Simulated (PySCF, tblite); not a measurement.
**C₄H₁₀BO₂P: geometry, infrared bands and NMR shifts**

What infrared bands and NMR shifts should C₄H₁₀BO₂P (`C=CCCOB(O)P`) show?

Programs: tblite 0.8.0 and PySCF 2.14.0, with density-fitted response routines of our own. Each step states its level of theory. These are calculated values for one molecule in the gas phase, unless marked as measured. Atoms count from 0, in the outputs and in this text.

## Step 1: Starting geometry

18 atoms, charge 0, multiplicity 1; geometry from: force field or distance geometry start.

Bonds of the start (Å): C0–C1 1.33, C1–C2 1.50, C2–C3 1.52, C3–O4 1.39, O4–B5 1.46, B5–O6 1.46, B5–P7 1.93, C0–H8 1.08, C0–H9 1.08, C1–H10 1.11, C2–H11 1.09, C2–H12 1.10, C3–H13 1.10, C3–H14 1.12, O6–H15 1.01, P7–H16 1.46, P7–H17 1.42.

## Step 2: Geometry optimisation with GFN2-xTB

What the job is given:

```
{"job": {"kind": "relax", "xc": "GFN2-xTB", "basis": "xTB"}, "charge": 0, "multiplicity": 1}
C      2.496900     0.974800    -0.632900
C      2.530800    -0.356800    -0.558900
C      1.286500    -1.154900    -0.321200
C      0.061000    -0.255000    -0.226400
O     -1.030300    -1.094000    -0.006000
B     -2.298400    -0.372600     0.107800
O     -3.227700    -0.881800     1.107200
P     -2.510400     1.489500    -0.361200
H      1.567700     1.525400    -0.541100
H      3.383700     1.574100    -0.790400
H      3.503300    -0.882800    -0.648900
H      1.391400    -1.682900     0.625400
H      1.122800    -1.799800    -1.194200
H     -0.061500     0.230800    -1.206400
H      0.203000     0.476200     0.604900
H     -3.742900    -1.657700     0.725900
H     -3.381800     1.646500    -1.527600
H     -1.302800     2.227300    -0.432400
```

Launch:

```bash
> OMP_NUM_THREADS=1 python probes_run.py task.json out
```

One launch serves the whole session: the jobs run in the order shown.

**Question.** This job is followed by: GFN2-xTB harmonic vibrations, gas phase; GIAO PBE0/pcSseg-1 NMR shielding, non-relativistic, gas phase. What will the session give for the following? strongest single infrared mode (GFN2-xTB); zero-point energy (GFN2-xTB); 13C shifts against TMS (PBE0/pcSseg-1); 1H shifts against TMS (PBE0/pcSseg-1, means over atoms taken as alike); 17O shifts against H2O (PBE0/pcSseg-1); 11B shifts against BF3·OEt2 (PBE0/pcSseg-1); 31P shifts against H3PO4 (PBE0/pcSseg-1).

As calculated:

```
                                                              quantity                                         value
                             strongest single infrared mode (GFN2-xTB)                         1271 cm⁻¹, 363 km/mol
                                          zero-point energy (GFN2-xTB)                                 86.2 kcal/mol
                                13C shifts against TMS (PBE0/pcSseg-1)                  144.1, 118.1, 67.5, 37.5 ppm
1H shifts against TMS (PBE0/pcSseg-1, means over atoms taken as alike)  6.25, 5.29, 4.94, 4.40, 4.26, 2.59, 1.37 ppm
                                17O shifts against H2O (PBE0/pcSseg-1)                              150.0, 136.0 ppm
                           11B shifts against BF3·OEt2 (PBE0/pcSseg-1)                                      32.0 ppm
                              31P shifts against H3PO4 (PBE0/pcSseg-1)                                    -287.7 ppm
```

**Reading.** The optimisation took 221 steps and gained 2.194 eV; among the close pairs (by a distance rule), O4–B5 changed most, from 1.463 to 1.350 Å. No mode is imaginary among the 48: a minimum at this level. The strongest single mode, at 1271 cm⁻¹, is spread over many atoms; the largest shares are those of B5, H14. Unscaled tight-binding wavenumbers are off by several per cent, some by more. Its intensities can rank the bands wrongly. C1 (alkene CH) lies farthest downfield among carbon, at 144.1 ppm; an sp2 carbon of a C=C bond. The most deshielded hydrogen is H10 (hydrogen on an alkene CH), at 6.25 ppm: a vinylic proton, deshielded by the sp2 carbon and the C=C anisotropy. At PBE0/pcSseg-1: Shielding is most anisotropic at O4 (span 276 ppm, paramagnetic term -210 ppm).
